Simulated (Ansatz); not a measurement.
**NaAl: one candidate structure**

Where does NaAl go from the start given, caesium chloride type (Pm-3m, No. 221)?

Program: Ansatz 0.2.0. Level of theory: DFT PBE, scalar-relativistic, plane waves, PAW. These are calculated values, not measurements.

## Step 1: The structure to begin with

It takes space group Pm-3m (No. 221, cubic). The conventional cell has a = 3.323 Å, b = 3.323 Å, c = 3.323 Å, α = 90.00°, β = 90.00°, γ = 90.00°. Around Na (site symmetry m-3m) lie 8 Al at 2.88 Å. Around Al (site symmetry m-3m) lie 8 Na at 2.88 Å.

Coordinates:

```xyz
2
Lattice="3.3234 0.0000 0.0000 0.0000 3.3234 0.0000 0.0000 0.0000 3.3234" Properties=species:S:1:pos:R:3 pbc="T T T"
Na    0.0000    0.0000    0.0000
Al    1.6617    1.6617    1.6617
```

(A quick probe on a coarse mesh, which set the mesh and smearing, is not shown.)

## Step 3: Rough relaxation on the coarse mesh

File input.yaml:

```yaml
crystal:
  lattice:
    - [3.3234359248, 0.0, 0.0]
    - [0.0, 3.3234359248, 0.0]
    - [0.0, 0.0, 3.3234359248]
  atoms:
    - { symbol: Na, position: [0.0, 0.0, 0.0] }
    - { symbol: Al, position: [0.5, 0.5, 0.5] }
basis:
  ecutwfc: 420
kpoints:
  mp_grid: { grid: [6, 6, 6] }
hamiltonian:
  xc: pbe
scf:
  occupations: { method: gaussian, width: 0.1 }
  lower_state_search: "off"
output:
  forces: true
  stress: true
  eigenvalues: true
relax:
  adjacent_minimum: "off"
  f_tol: 0.04
  max_steps: 70
  cell: { stress_tol: 0.4 }
```

Command:

```bash
$ ansatz run input.yaml --threads 1 --pin off --max-ram 2560MiB --backend cpu --events-out ev --progress --plain --runs-dir out
```

The session goes on with these runs: relaxing cell and atoms.

**Question.** What will these runs give?

As calculated:

Formation energies count from the elements, computed with the same settings in runs not shown here.

```
                          quantity                                                                      value
                              cell  a = 3.611 Å, b = 3.611 Å, c = 3.611 Å, α = 90.00°, β = 90.00°, γ = 90.00°
                       space group                                                            Pm-3m (No. 221)
                            volume                                                              23.55 Å³/atom
                   gap on the mesh                                                               none (metal)
formation energy from the elements                                                             +0.334 eV/atom
```

The space group stayed Pm-3m, and from the first guess the volume went from 18.35 to 23.55 Å³/atom. The formation energy of +0.33 eV/atom is positive, so the elements lie lower than this structure; another structure of the compound can lie lower.
